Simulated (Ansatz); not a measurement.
# Cl₃FMoO: a ladder of functionals and wavefunction methods

An exercise on one series of results from a longer session: the logs are not shown, and one member is left open.

Program: Ansatz 0.2.0, Gaussian basis. Level of theory: functionals in def2-TZVPP, the program's frozen cores in correlated methods. These are calculated values, not measurements.

Plan: LDA (SPW92), PBE-D4, revPBE-D4, BLYP-D4, r2SCAN-D4, B97M-V, PBE0-D4, B3LYP-D4, r2SCANh-D4, r2SCAN0-D4, HSE06-D4, BHLYP-D4, CAM-B3LYP-D4, LC-ωPBE, ωB97X-V, ωB97M-V, B2PLYP, PBE-QIDH; CCSD(T)/def2-SVP; CCSD(T)/def2-TZVPP; MP2/def2-QZVPP; extrapolation to the limit; RPA on PBE.

**The geometry**

An earlier PBE0-D4 in a triple-zeta def2 set relaxation fixed the geometry. Mo takes the def2 core potential; no spin-orbit term is included.

SMILES `[O]=[Mo]([F])([Cl])([Cl])[Cl]`, 6 atoms, charge 0, spin multiplicity 1.

Atoms are counted from 1 here; the program's logs count them from 0.

Bond lengths: O1–Mo2 1.638 Å, Mo2–F3 1.848 Å, Mo2–Cl4 2.270 Å, Mo2–Cl5 2.269 Å, Mo2–Cl6 2.270 Å. Angles: O1–Mo2–F3 104.7°, O1–Mo2–Cl4 105.7°, O1–Mo2–Cl5 102.7°, O1–Mo2–Cl6 105.7°, F3–Mo2–Cl4 84.6°, F3–Mo2–Cl5 152.6°, F3–Mo2–Cl6 84.6°, Cl4–Mo2–Cl5 88.0°, Cl4–Mo2–Cl6 148.5°, Cl5–Mo2–Cl6 88.0°.

As a file:

```
O    -1.70850   -0.10929    0.20300
Mo   -0.07982   -0.03018    0.05024
F     0.57130   -0.52607    1.70717
Cl    0.57797   -2.10572   -0.59331
Cl    0.18575    0.63602   -2.10240
Cl    0.49540    2.07114    0.68920
```

Set-up of the first run:

in.yaml reads:

```yaml
crystal:
  periodic: [false, false, false]
  atoms:
    - {symbol: O, position_ang: [-1.708505, -0.109294, 0.203001]}
    - {symbol: Mo, position_ang: [-0.079822, -0.030182, 0.050239]}
    - {symbol: F, position_ang: [0.571304, -0.526067, 1.707168]}
    - {symbol: Cl, position_ang: [0.577969, -2.105717, -0.593311]}
    - {symbol: Cl, position_ang: [0.185753, 0.636022, -2.102395]}
    - {symbol: Cl, position_ang: [0.495401, 2.071138, 0.689196]}
basis:
  gaussian: {orbitals: def2-TZVPP}
hamiltonian: {xc: lda}
output: {orbitals: {seedname: orbitals}}
```

On the command line:

```sh
$ ansatz run in.yaml --threads 4 --pin off --events-out ev --progress --plain --max-ram 10444MiB
```

Among the steps run: LDA; PBE-D4 (GGA); revPBE-D4 (GGA); BLYP-D4 (GGA); r2SCAN-D4 (meta-GGA); B97M-V (meta-GGA); PBE0-D4 (hybrid); B3LYP-D4 (hybrid); r2SCANh-D4 (hybrid); r2SCAN0-D4 (hybrid); HSE06-D4 (hybrid); BHLYP-D4 (hybrid); CAM-B3LYP-D4 (range-separated); LC-ωPBE (range-separated); ωB97X-V (range-separated); ωB97M-V (range-separated); B2PLYP (double hybrid); PBE-QIDH (double hybrid).

One table of the session follows, with a row left open; its other results are not shown here.

```
  functional  HOMO (eV)  LUMO (eV)  gap (eV)
 LDA (SPW92)      -8.05      -6.16      1.89
      PBE-D4      -7.87      -5.94      1.93
   revPBE-D4      -7.80      -5.86      1.94
     BLYP-D4      -7.70      -5.82      1.88
   r2SCAN-D4      -8.24      -6.07      2.17
      B97M-V      -8.32      -6.06      2.26
     PBE0-D4      -9.24      -5.44      3.79
    B3LYP-D4      -8.96      -5.60      3.36
  r2SCANh-D4      -8.73      -5.85      2.88
  r2SCAN0-D4      -9.48      -5.50      3.98
    HSE06-D4      -8.84      -5.81      3.03
    BHLYP-D4     -10.46      -4.71      5.76
CAM-B3LYP-D4     -10.55      -4.47      6.07
     LC-ωPBE          ?          ?         ?
     ωB97X-V     -11.55      -3.47      8.08
     ωB97M-V     -11.39      -3.44      7.95
```

**Question.** Estimate the row for LC-ωPBE.

**Answer.** HOMO (eV): -11.92; LUMO (eV): -3.45; gap (eV): 8.46. In the column «HOMO (eV)» it is the lowest.
